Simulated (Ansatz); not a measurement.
Write a Python script for Ansatz's Python interface that makes a rigid scan of one bond length of C₂H₅GeP, SMILES C#[C][GeH2][PH2]. Level of theory (for the species named): Hartree-Fock, def2-SVP basis, multiplicity 1.

`c2h5gep.xyz`
```text
9

C    -1.67140   -0.71780   -1.47380
C    -0.94500   -0.59040   -0.52070
Ge    0.19740   -0.38860    0.97590
P     1.69910    1.28270    0.56130
H    -2.30920   -0.82960   -2.31080
H    -0.64670   -0.02700    2.22460
H     0.95740   -1.71560    1.22780
H     2.03350    0.78330   -0.76120
H     0.68490    2.20300    0.07680
```

`scan_c2h5gep.py`
```python
'''Potential curve of C2H5GeP along one bond.'''

from dataclasses import dataclass
import logging
import sys

import ansatz as az
import numpy as np

logging.basicConfig(stream=sys.stdout, format='[%(levelname)s] %(message)s')
log = logging.getLogger('calc')
log.setLevel(logging.INFO)


@dataclass
class Settings:
    basis: str = 'def2-SVP'
    functional: str = 'hf'


cfg = Settings()

geometry = az.Crystal.molecule_from_extxyz('c2h5gep.xyz')

symbols = [site.symbol for site in geometry.cartesian_sites]
start = np.array([site.position_ang for site in geometry.cartesian_sites])
axis = (start[8] - start[3]) / np.linalg.norm(start[8] - start[3])
moving = [8]
lengths, energies = [1.278, 1.336, 1.395, 1.453, 1.511, 1.569, 1.627, 1.714], []
for length in lengths:
    xyz = start.copy()
    xyz[moving] += (length - np.linalg.norm(start[8] - start[3])) * axis
    point = az.Crystal.molecule()
    for symbol, place in zip(symbols, xyz):
        point = point.atom(symbol, place.tolist())
    base = (
        point.calculation()
        .basis(gaussian=cfg.basis)
        .functional(cfg.functional)
        .scf(lower_state_search='off')
    )
    r = base.run(threads=1).report
    energies.append(r['free_energy_ev'])
    log.info(f'r = {length:6.3f} A  E = {energies[-1]:.5f} eV  <S^2> = {abs(r["mean_field"]["state"]["spin_squared"]):.3f}')

# quartic fit about the minimum
fit = np.polynomial.Polynomial.fit(lengths, np.array(energies) - min(energies), 4).convert()
roots = [r.real for r in fit.deriv().roots() if abs(r.imag) < 1e-9 and fit.deriv(2)(r.real) > 0]
r_e = min(roots, key=lambda r: abs(r - lengths[int(np.argmin(energies))]))
log.info(f'minimum of the fit at {r_e:.4f} A, force constant {fit.deriv(2)(r_e):.2f} eV/A^2')
```

```console
$ python scan_c2h5gep.py
[INFO] r =  1.278 A  E = -67872.00324 eV  <S^2> = 0.000
[INFO] r =  1.336 A  E = -67872.18844 eV  <S^2> = 0.000
[INFO] r =  1.395 A  E = -67872.26212 eV  <S^2> = 0.000
[INFO] r =  1.453 A  E = -67872.24846 eV  <S^2> = 0.000
[INFO] r =  1.511 A  E = -67872.17009 eV  <S^2> = 0.000
[INFO] r =  1.569 A  E = -67872.04297 eV  <S^2> = 0.000
[INFO] r =  1.627 A  E = -67871.87952 eV  <S^2> = 0.000
[INFO] r =  1.714 A  E = -67871.58684 eV  <S^2> = 0.000
[INFO] minimum of the fit at 1.4130 A, force constant 23.38 eV/A^2
```

What to keep in mind:
- The settings weren't tested for convergence.
- The rest of the molecule is held rigid at a force-field or estimated start geometry, and the basis set is modest; single-reference methods fail as a bond breaks.
- Hartree-Fock leaves correlation out, so bond, atomisation and ionisation energies come out well too low.
- The orbitals are restricted, so S² is zero by construction.
- Finished in 11 s on 1 thread of Arm Neoverse V1 (shared host), peak memory 0.26 GiB.
